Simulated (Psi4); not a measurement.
# WCl4O (SMILES O=[W](Cl)(Cl)(Cl)Cl): a chain of runs, part 3 of 3

Psi4 1.11. Earlier steps stand in the parts before.

### Step 6. The doublet anion: a geometry optimisation at UPBE/def2-SVPD (density fitting, core potential) (run 5)

Contents of cl4ow.inp:

```
memory 1600 MB

molecule molecule1 {
  -1 2
  O
  W 1 r2
  Cl 2 r3 1 a3
  Cl 2 r4 1 a4 3 d4
  Cl 2 r5 1 a5 3 d5
  Cl 2 r6 1 a6 5 d6

  r2 = 1.694795
  r3 = 2.321851
  a3 = 103.71742
  r4 = 2.322152
  a4 = 103.7188
  d4 = -179.97875
  r5 = 2.321805
  a5 = 103.70297
  d5 = 90.00736
  r6 = 2.321683
  a6 = 103.72007
  d6 = -179.99383
  symmetry c1
}

set {
  basis def2-SVPD
  reference uks
  geom_maxiter 50
}

opt('pbe')
```

On the command line:

```console
$ psi4 cl4ow.inp cl4ow.out -n 1
```

cl4ow.out:

```text
Psi4 1.11 release

gradient() will perform analytic gradient computation.

   => Loading Basis Set <=

    Name: DEF2-SVPD
    Role: ORBITAL
    Keyword: BASIS

    !!!  WARNING: ECP capability is in beta. Please check occupations closely.  !!!

         ---------------------------------------------------------
                                   SCF
                              UKS Reference
                        1 Threads,   1525 MiB Core
         ---------------------------------------------------------

  ==> Geometry <==

    Molecular point group: c1
    Full point group: C1

    Geometry (in Angstrom), charge = -1, multiplicity = 2:

       Center              X                  Y                   Z               Mass
    ------------   -----------------  -----------------  -----------------  -----------------
         O            0.000056994306    -0.000003720113    -1.841613644322    15.994914619570
         W            0.000056994306    -0.000003720113    -0.146818644322   183.950930920000
         CL           0.000056994306    -2.255628721201     0.403770059400    34.968852682000
         CL          -0.000779680970     2.255900276817     0.403895771428    34.968852682000
         CL           2.255776072866     0.000286041064     0.403190276226    34.968852682000
         CL          -2.255379269777    -0.000536325717     0.403834538251    34.968852682000

  Running in c1 symmetry.

  Rotational constants: A =      0.03859  B =      0.03859  C =      0.02369 [cm^-1]
  Rotational constants: A =   1156.94297  B =   1156.78681  C =    710.10774 [MHz]
  Nuclear repulsion =  601.954058563287163

  Charge       = -1
  Multiplicity = 2
  Electrons    = 91
  Nalpha       = 46
  Nbeta        = 45

  ==> Algorithm <==

  SCF Algorithm Type is DF.
  DIIS enabled.
  MOM disabled.
  Fractional occupation disabled.
  Guess Type is SAD.
  Energy threshold   = 1.00e-08
  Density threshold  = 1.00e-08
  Integral threshold = 1.00e-12

  ==> Primary Basis <==

  Basis Set: DEF2-SVPD
    Blend: DEF2-SVPD
    Number of shells: 66
    Number of basis functions: 166
    Number of Cartesian functions: 181
    Spherical Harmonics?: true
    Max angular momentum: 3

  Core potential: DEF2-SVPD
    Number of shells: 4
    Number of ECP primitives: 10
    Number of ECP core electrons: 60
    Max angular momentum: 3

  ==> DFT Potential <==

   => LibXC <=

    Version 7.1.2

   => Composite Functional: PBE <=

    PBE GGA Exchange-Correlation Functional

    Deriv               =              1
    GGA                 =           TRUE
    Meta                =          FALSE

    Exchange Hybrid     =          FALSE
    MP2 Hybrid          =          FALSE

   => Exchange Functionals <=

    1.0000     XC_GGA_X_PBE

   => Correlation Functionals <=

    1.0000     XC_GGA_C_PBE

   => LibXC Density Thresholds  <==

    XC_GGA_C_PBE:  1.00E-12
    XC_GGA_X_PBE:  1.00E-15

   => Molecular Quadrature <=

    Radial Scheme          =       TREUTLER
    Pruning Scheme         =           NONE
    Nuclear Scheme         =       TREUTLER

    Blocking Scheme        =         OCTREE
    BS radius alpha        =              1
    Pruning alpha          =              1
    Radial Points          =             75
    Spherical Points       =            302
    Total Points           =         129138
    Total Blocks           =           1093
    Max Points             =            256
    Max Functions          =            153
    Weights Tolerance      =       1.00E-15

   => Loading Basis Set <=

    Name: (DEF2-SVPD AUX)
    Role: JKFIT
    Keyword: DF_BASIS_SCF

  ==> Integral Setup <==

  DFHelper Memory: AOs need 0.175 GiB; user supplied 0.641 GiB.
  SCF_SUBTYPE=INCORE selected. In-core MEM_DF algorithm will be used.
  Using in-core AOs.

  ==> MemDFJK: Density-Fitted J/K Matrices <==

    J tasked:                   Yes
    K tasked:                    No
    wK tasked:                   No
    Memory [MiB]:               656
    Algorithm:                 Core
    Schwarz Cutoff:           1E-12
    Mask sparsity (%):       3.4548
    Fitting Condition:        1E-10

   => Auxiliary Basis Set <=

  Basis Set: (DEF2-SVPD AUX)
    Blend: DEF2-UNIVERSAL-JKFIT
    Number of shells: 222
    Number of basis functions: 816
    Number of Cartesian functions: 1054
    Spherical Harmonics?: true
    Max angular momentum: 6

  Cached 100.0% of DFT collocation blocks in 0.476 [GiB].

  Minimum eigenvalue in the overlap matrix is 7.5172531838E-04.
  Reciprocal condition number of the overlap matrix is 9.5896020348E-05.
    Using symmetric orthogonalization.

  ==> Pre-Iterations <==

  SCF Guess: Superposition of Atomic Densities via on-the-fly atomic UHF (no occupation information).

   -------------------------
    Irrep   Nso     Nmo
   -------------------------
     A        166     166
   -------------------------
    Total     166     166
   -------------------------

  ==> Iterations <==

                           Total Energy        Delta E     RMS |[F,P]|

[... 1 line left out ...]
   @DF-UKS iter   1: -1981.43037428515663   -8.49994e-02   7.39326e-03 DIIS/ADIIS
[... 8 lines left out ...]
   @DF-UKS iter  10: -1982.10276271705084   -4.17728e-06   7.15684e-06 DIIS
[... 16 lines left out ...]
   @S^2 Observed:                7.535341188E-01
[... 55 lines left out ...]
    Empirical Dispersion Energy =           0.0000000000000000
[... 165 lines left out ...]
	   Step    Total Energy     Delta E     Max Force     RMS Force      Max Disp      RMS Disp   ~
[... 163 lines left out ...]
   @DF-UKS iter   4: -1982.10836152846832   -1.58350e-04   6.46926e-05 DIIS
[... 8 lines left out ...]
  Energy and wave function converged.
[... 26 lines left out ...]
    One-Electron Energy =               -3939.0027973382434539
[... 74 lines left out ...]
    Weights Tolerance      =       1.00E-15
[... 185 lines left out ...]
   @DF-UKS iter   2: -1982.10749792561796    1.10188e-03   3.16538e-04 DIIS/ADIIS
[... 8 lines left out ...]
  Energy and wave function converged.
[... 26 lines left out ...]
    One-Electron Energy =               -3941.7489696439552063
[... 74 lines left out ...]
    Weights Tolerance      =       1.00E-15
[... 168 lines left out ...]
   @DF-UKS iter   2: -1982.10808413324662    6.85849e-04   2.52658e-04 DIIS/ADIIS
[... 16 lines left out ...]
   @Spin Contamination Metric:   4.229357467E-03
[... 18 lines left out ...]
    Two-Electron Energy =                1502.4369371104187394
[... 123 lines left out ...]
	                                 ==> Convergence Check <==
[... 130 lines left out ...]
   @DF-UKS iter   3: -1982.10877719735890   -6.46592e-03   9.61363e-05 DIIS
[... 16 lines left out ...]
   @Spin Contamination Metric:   4.270422272E-03
[... 18 lines left out ...]
    Two-Electron Energy =                1503.5297323777629117
[... 123 lines left out ...]
	                                 ==> Convergence Check <==
[... 119 lines left out ...]
   @DF-UKS iter   3: -1982.10890868253637   -3.22573e-04   2.01584e-05 DIIS
[... 16 lines left out ...]
   @S^2 Expected:                7.500000000E-01
[... 18 lines left out ...]
    DFT Exchange-Correlation Energy =    -128.5164978667428954
[... 124 lines left out ...]
	Measures of convergence in internal coordinates in au.
[... 135 lines left out ...]
   @DF-UKS iter   4: -1982.10890854761601   -7.15015e-08   1.07782e-06 DIIS
[... 16 lines left out ...]
   @S   Expected:                5.000000000E-01
[... 18 lines left out ...]
    VV10 Nonlocal Energy =                  0.0000000000000000
[... 129 lines left out ...]
	  Convergence Criteria     1.00e-06 *    3.00e-04 *             o    1.20e-03 *             o
[... 113 lines left out ...]
   @DF-UKS iter   6: -1982.10897095382188   -6.59156e-10   6.33393e-08 DIIS
[... 132 lines left out ...]
                           Total Energy        Delta E     RMS |[F,P]|
[... 9 lines left out ...]
   @DF-UKS iter   8: -1982.10892420383107   -2.93312e-11   1.13097e-08 DIIS
[... 23 lines left out ...]
  @DF-UKS Final Energy: -1982.10892420383470
[... 34 lines left out ...]
 Dipole Y            :          0.0194320           -0.0159699            0.0034621
[... 211 lines left out ...]
   @DF-UKS iter   0: -1982.10949143350808   -1.98211e+03   2.03291e-04
[... 8 lines left out ...]
   @DF-UKS iter   9: -1982.10891800285663   -1.59162e-12   3.08066e-09 DIIS
[... 26 lines left out ...]
    Nuclear Repulsion Energy =            587.0334165837680303
[... 31 lines left out ...]
 Dipole Z            :        -25.4272729           25.2142298           -0.2130431
[... 211 lines left out ...]
   @DF-UKS iter   1: -1982.10890750761155   -3.52495e-04   8.52940e-06 DIIS
[... 16 lines left out ...]
   @Spin Contamination Metric:   4.261376152E-03
[... 18 lines left out ...]
    Two-Electron Energy =                1503.1345049205606301
[... 123 lines left out ...]
	                                 ==> Convergence Check <==
[... 119 lines left out ...]
   @DF-UKS iter   3: -1982.10893191847595   -4.53063e-05   7.13664e-06 DIIS
[... 16 lines left out ...]
   @S^2 Observed:                7.542653327E-01
[... 18 lines left out ...]
    Empirical Dispersion Energy =           0.0000000000000000
[... 128 lines left out ...]
	   Step    Total Energy     Delta E     Max Force     RMS Force      Max Disp      RMS Disp
[... 114 lines left out ...]
   @DF-UKS iter   5: -1982.10892527843748   -6.40621e-08   3.93149e-07 DIIS
[... 16 lines left out ...]
   @S   Observed:                5.000000000E-01
[... 55 lines left out ...]
    Total Energy =                      -1982.1089252809556456
[... 1 line left out ...]
  UHF NO Occupations:
  HONO-2 :   44  A 1.9994468
  HONO-1 :   45  A 1.9994324
  HONO-0 :   46  A 1.0000000
  LUNO+0 :   47  A 0.0005676
  LUNO+1 :   48  A 0.0005532
  LUNO+2 :   49  A 0.0005530
  LUNO+3 :   50  A 0.0001692

Computation Completed

Properties will be evaluated at   0.000000,   0.000000,   0.000000 [a0]

Properties computed using the SCF density matrix

 Multipole Moments:

 ------------------------------------------------------------------------------------
     Multipole            Electronic (a.u.)      Nuclear  (a.u.)        Total (a.u.)
 ------------------------------------------------------------------------------------

 L = 1.  Multiply by 2.5417464519 to convert [e a0] to [Debye]
 Dipole X            :         -0.0086842            0.0074018           -0.0012824
 Dipole Y            :         -0.0042219            0.0036238           -0.0005981
 Dipole Z            :        -25.3523437           25.1399395           -0.2124043
 Magnitude           :                                                    0.2124090

 ------------------------------------------------------------------------------------

	total time  =         16 seconds =       0.27 minutes

         ------------------------------------------------------------
                                   SCF GRAD
         ------------------------------------------------------------

  ==> Geometry <==

    Molecular point group: c1
    Full point group: C1

    Geometry (in Angstrom), charge = -1, multiplicity = 2:

       Center              X                  Y                   Z               Mass
    ------------   -----------------  -----------------  -----------------  -----------------
         O           -0.000052083714    -0.000025499184    -1.885155731249    15.994914619570
         W           -0.000052083714    -0.000025499184    -0.181976673796   183.950930920000
         CL          -0.000052083714    -2.305712900470     0.454982764035    34.968852682000
         CL          -0.000161252812     2.305931692888     0.455014802472    34.968852682000
         CL           2.305800177745    -0.000015373984     0.454752698330    34.968852682000
         CL          -2.305289035557    -0.000057618518     0.454802812727    34.968852682000

  Nuclear repulsion =  586.967979054782973

   => Molecular Quadrature <=

    Radial Scheme          =       TREUTLER
    Pruning Scheme         =           NONE
    Nuclear Scheme         =       TREUTLER

    Blocking Scheme        =         OCTREE
    BS radius alpha        =              1
    Pruning alpha          =              1
    Radial Points          =             75
    Spherical Points       =            302
    Total Points           =         129240
    Total Blocks           =           1099
    Max Points             =            256
    Max Functions          =            153
    Weights Tolerance      =       1.00E-15

  -Total Gradient:
     Atom            X                  Y                   Z
    ------   -----------------  -----------------  -----------------
       1        0.000003871268     0.000001082783     0.000131024522
       2       -0.000097109872    -0.000044884539     0.000059510576
       3       -0.000182103807    -0.000002672034    -0.000009078284
       4        0.000166971262     0.000052191866     0.000002242526
       5        0.000020725953    -0.000179601400    -0.000013153075
       6        0.000088006948     0.000174242070    -0.000035938342

	total time  =          9 seconds =       0.15 minutes

    			-----------------------------------------

    			 OPTKING 3.0: for geometry optimizations

    			        with contributions from

    			-----------------------------------------

	                            ===> Fragment 1 <==

	 Z (Atomic Numbers)          Masses                          Geom
	       8.000000            15.994915         -0.00009842 -0.00004819 -3.56242804
	      74.000000            183.950931        -0.00009842 -0.00004819 -0.34388607
	      17.000000            34.968853         -0.00009842 -4.35716591  0.85979282
	      17.000000            34.968853         -0.00030472  4.35757936  0.85985336
	      17.000000            34.968853          4.35733084 -0.00002905  0.85935805
	      17.000000            34.968853         -4.35636492 -0.00010888  0.85945276

	 - Coordinate -           - BOHR/RAD -       - ANG/DEG -
	 R(1,2)           =         3.218542           1.703179
	 R(2,3)           =         4.520323           2.392052
	 R(2,4)           =         4.520830           2.392320
[... 41 lines of this table left out ...]
	 O(6,2,4,5)       =        -0.518919         -29.731847

	        --- Internal Coordinate Step in ANG or DEG, aJ/ANG or AJ/DEG ---
	-------------------------------------------------------------------------------
	           Coordinate      Previous         Force          Change          New
	           ----------      --------        ------          ------        ------
	               R(1,2)       1.70318        0.00089        0.00013       1.70331
	               R(2,3)       2.39205        0.00005        0.00026       2.39231
	               R(2,4)       2.39232       -0.00037       -0.00007       2.39225
[... 41 lines of this table left out ...]
	           O(6,2,4,5)     -29.73185       -0.00000       -0.04931     -29.78115
	-------------------------------------------------------------------------------

	                                 ==> Convergence Check <==

	Measures of convergence in internal coordinates in au.

	Criteria marked as inactive (o), active & met (*), and active & unmet ( ).

	----------------------------------------------------------------------------------------------
	   Step    Total Energy     Delta E     Max Force     RMS Force      Max Disp      RMS Disp
	----------------------------------------------------------------------------------------------
	  Convergence Criteria     1.00e-06 *    3.00e-04 *             o    1.20e-03 *             o
	----------------------------------------------------------------------------------------------
	    18   -1982.10892528    7.40e-06      1.09e-04 *    2.62e-05 o    9.93e-04 *    5.42e-04 o  ~
	----------------------------------------------------------------------------------------------

Next Geometry in Ang
	Fragment 1 (Ang)

	    O   0.0000348408   0.0000505653  -1.8859951818
	    W  -0.0000242422   0.0000042113  -0.1826867929
	   Cl   0.0000486917  -2.3056688055   0.4553063899
	   Cl  -0.0000395214   2.3056312310   0.4552529796
	   Cl   2.3056338973   0.0000703914   0.4551985769
	   Cl  -2.3054600280   0.0000072080   0.4553447008

    Final optimized geometry and variables:
    Molecular point group: c1
    Full point group: C1

    Geometry (in Angstrom), charge = -1, multiplicity = 2:

    O
    W             1          r2
    CL            2          r3      1          a3
    CL            2          r4      1          a4      3          d4
    CL            2          r5      1          a5      3          d5
    CL            2          r6      1          a6      5          d6

    a3        =  105.4431211455
    a4        =  105.4421401749
    a5        =  105.4367582027
    a6        =  105.4418392365
    d4        = -179.9972874915
    d5        =   90.0002515908
    d6        = -179.9994532771
    r2        =    1.7031790575
    r3        =    2.3920517799
    r4        =    2.3923203641
    r5        =    2.3921494404
    r6        =    2.3915696769

    Psi4 run time: 0:07:53.47

[set-up sections that repeat, and orbital energies of the middle runs, are left out above]
```

Standard output:

```text
Optimizer: Optimization complete!
```

Run time: 7.9 min. Hardware: 1 thread of AMD EPYC 7R43 (Zen 3), shared host; peak memory 1.2 GiB.

Steps, from the record of the run:

```
step  energy from the first frame kept (eV)  largest force (eV/Å)
   0                                 0.0000                1.1252
   1                                -0.1540                0.8639
   2                                -0.1612                0.2037
   3                                -0.1646                0.1156
   4                                -0.1674                0.0805
   5                                -0.1674                0.0157
   6                                -0.1672                0.0099
   7                                -0.1689                0.0257
   8                                -0.1720                0.0496
   9                                -0.0757                1.2078
  10                                -0.1491                0.4945
  11                                -0.1672                0.0973
  12                                -0.1676                0.0272
  13                                -0.1676                0.0341
  14                                -0.1675                0.0168
  15                                -0.1672                0.0117
  16                                -0.1679                0.0188
  17                                -0.1677                0.0102
```

After the run. Bond lengths: O1–W2 1.703 Å, W2–Cl3 2.392 Å, W2–Cl4 2.392 Å, W2–Cl5 2.392 Å, W2–Cl6 2.392 Å. Angles: O1–W2–Cl3 105.4°, O1–W2–Cl4 105.4°, O1–W2–Cl5 105.4°, O1–W2–Cl6 105.4°, Cl3–W2–Cl4 149.1°, Cl3–W2–Cl5 85.9°, Cl3–W2–Cl6 85.9°, Cl4–W2–Cl5 85.9°, Cl4–W2–Cl6 85.9°, Cl5–W2–Cl6 149.1°.

### Step 7. Results

What follows sums up all 3 parts.

| quantity | value |
| --- | --- |
| run 1, PBE/def2-SVPD: total energy at the end | -1981.98313 Eh |
| run 1, PBE/def2-SVPD: dipole moment | 0.57 D |
| run 1, PBE/def2-SVPD: HOMO energy | -7.80 eV |
| run 1, PBE/def2-SVPD: LUMO energy | -5.88 eV |
| run 1, PBE/def2-SVPD: HOMO–LUMO gap | 1.92 eV |
| doublet cation, run 2: total energy | -1981.60017 Eh |
| doublet cation, run 2: HOMO energy (highest over α and β) | -13.62 eV |
| doublet cation, run 2: LUMO energy (lowest over α and β) | -13.06 eV |
| doublet cation, run 2: ⟨S²⟩ | 0.754 |
| doublet cation, run 3: total energy at the end | -1981.60073 Eh |
| doublet cation, run 3: HOMO energy (highest over α and β) | -13.59 eV |
| doublet cation, run 3: LUMO energy (lowest over α and β) | -13.03 eV |
| doublet cation, run 3: ⟨S²⟩ | 0.754 |
| doublet anion, run 4: total energy | -1982.10276 Eh |
| doublet anion, run 4: HOMO energy (highest over α and β) | -0.61 eV |
| doublet anion, run 4: LUMO energy (lowest over α and β) | 0.49 eV |
| doublet anion, run 4: ⟨S²⟩ | 0.754 |
| doublet anion, run 5: total energy at the end | -1982.10893 Eh |
| doublet anion, run 5: HOMO energy (highest over α and β) | -0.99 eV |
| doublet anion, run 5: LUMO energy (lowest over α and β) | 0.18 eV |
| doublet anion, run 5: ⟨S²⟩ | 0.754 |
| adiabatic electron affinity (to the doublet anion, no zero-point term) | 3.423 eV |
| adiabatic ionisation energy (to the doublet cation, no zero-point term) | 10.406 eV |

In words: The adiabatic electron affinity (to the doublet anion, no zero-point term) is 3.42 eV (79 kcal/mol). The adiabatic ionisation energy (to the doublet cation, no zero-point term) is 10.41 eV (1004 kJ/mol). The optimisation (run 1, PBE/def2-SVPD) took 6 steps and changed the energy by -0.061 eV. The optimisation (doublet cation, run 3) took 5 steps and changed the energy by -0.015 eV. The optimisation (doublet anion, run 5) took 18 steps and changed the energy by -0.168 eV.
